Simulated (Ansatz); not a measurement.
# Hf3AlN4: the cost of one run

Method: DFT PBE, scalar-relativistic, plane waves, PAW, in Ansatz 0.2.0.

### Step 1. Starting point

Symmetry: P4/mmm, No. 123, tetragonal system. The conventional cell has a = 3.445 Å, b = 3.445 Å, c = 9.745 Å, α = 90.00°, β = 90.00°, γ = 90.00°. Hf (site symmetry 4mm) is surrounded by 6 N at 2.44 Å. Hf (site symmetry 4/mmm) is surrounded by 6 N at 2.44 Å. Around Al (site symmetry 4/mmm) lie 6 N at 2.44 Å. N (site symmetry 4/mmm) has 4 Al at 2.44 Å and 2 Hf at 2.44 Å as nearest neighbours. N (site symmetry 4mm) is surrounded by 5 Hf at 2.44 Å and 1 Al at 2.44 Å. N (site symmetry 4/mmm) has 6 Hf at 2.44 Å as nearest neighbours.

Coordinates:

```xyz
8
Lattice="3.4453 0.0000 0.0000 0.0000 3.4453 0.0000 0.0000 0.0000 9.7449" Properties=species:S:1:pos:R:3 pbc="T T T"
Hf    0.0000    0.0000    7.3087
Hf    0.0000    0.0000    2.4362
Hf    1.7227    1.7227    4.8724
Al    1.7227    1.7227    0.0000
N     0.0000    0.0000    0.0000
N     1.7227    1.7227    2.4362
N     0.0000    0.0000    4.8724
N     1.7227    1.7227    7.3087
```

The start is an ordering of an alloy on its end members' structure types: elements ordered on the sites of the AlN type, Hf/Al on Al (P4/mmm, No. 123).

### Step 2. The guess as it stands, on a coarse mesh

input.yaml reads:

```yaml
crystal:
  lattice:
    - [3.4453365, 0.0, 0.0]
    - [0.0, 3.4453365, 0.0]
    - [0.0, 0.0, 9.74488322]
  atoms:
    - { symbol: Hf, position: [0.0, 0.0, 0.75] }
    - { symbol: Hf, position: [0.0, 0.0, 0.25] }
    - { symbol: Hf, position: [0.5, 0.5, 0.5] }
    - { symbol: Al, position: [0.5, 0.5, 0.0] }
    - { symbol: "N", position: [0.0, 0.0, 0.0] }
    - { symbol: "N", position: [0.5, 0.5, 0.25] }
    - { symbol: "N", position: [0.0, 0.0, 0.5] }
    - { symbol: "N", position: [0.5, 0.5, 0.75] }
basis:
  ecutwfc: 420
kpoints:
  mp_grid: { grid: [6, 6, 2] }
hamiltonian:
  xc: pbe
scf:
  occupations: { method: gaussian, width: 0.1 }
  lower_state_search: "off"
output:
  forces: true
  stress: true
  eigenvalues: true
```

Command:

```bash
> ansatz run input.yaml --threads 1 --pin off --max-ram 2560MiB --backend cpu --events-out ev --progress --plain --runs-dir out
```

**Question.** How long does this run take on 1 thread of Intel Xeon Platinum 8259CL at 2.50GHz (Skylake/Cascade Lake), shared host, and how much memory does it need?

About 8.8 s, with a peak of 0.49 GiB.
